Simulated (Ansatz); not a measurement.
Wanted: the native input for an Ansatz 0.2.0 run.

```
Task                : single point
Functional          : PBE
Potentials or basis : Ansatz PAW
Cutoff              : 420 eV (not typed: the program's choice for these potentials)
k mesh              : 6 × 6 × 3
Occupations         : fermi-dirac, width 0.05 eV
Spin                : collinear spin, ferromagnetic start
Starting moments    : [3.5, 0.0] μB
Fixed moment        : 3.5 μB
```

The system is CsEu.

```xyz
2
Lattice="4.4644 0.0000 0.0000 -2.2322 3.8663 0.0000 0.0000 0.0000 8.0086" Properties=species:S:1:pos:R:3 pbc="T T T"
Eu    2.2322    1.2888    0.0000
Cs    0.0000    0.0000    4.0043
```

The cell comes from a database or a generator and needn't be the stable form of this composition.

These files were run (other wordings do the same):

input.yaml

```yaml
crystal:
  lattice:
    - [4.4644198847, 0.0, 0.0]
    - [-2.2322099423, 3.8663010333, 0.0]
    - [0.0, 0.0, 8.008631]
  atoms:
    - { symbol: Eu, position: [0.6666666667, 0.3333333333, 0.0], spin: 3.5 }
    - { symbol: Cs, position: [0.0, 0.0, 0.5] }
hamiltonian:
  xc: pbe
  pseudopotentials: { kind: paw }
magnetization:
  spin_polarized: true
  initial_magnetization: 3.5
  spin_locking: { lock_magnetization: hard }
kpoints:
  mp_grid: { grid: [6, 6, 3] }
scf:
  occupations: { method: fermi_dirac, width: 0.05 }
  lower_state_search: "off"
output:
  forces: true
  stress: true
  eigenvalues: true
```

Potentials or basis: Ansatz PAW.

Launch:

```sh
$ ansatz run input.yaml --threads 2 --pin off --max-ram 5632MiB --backend cpu --events-out ev --progress --plain --runs-dir out
```

It gave:

The pressure is -0.8 GPa, the net moment is 3.50 μB per cell and the absolute moment is 8.99 μB per cell. The site moments are Eu +5.44; Cs -0.36 μB.

Caveat: spin-orbit coupling is left out, which moves the levels of the heavy elements; the total moment is fixed, so each spin has its own Fermi level; without U or exact exchange the open f shell lies at the Fermi level, which spoils levels, moments and volumes; the thresholds are loose for stress.

Run time: 23 s on 2 threads of Intel(R) Xeon(R) Platinum 8375C CPU @ 2.90GHz (Ice Lake), on a shared host, peak memory 0.45 GiB.
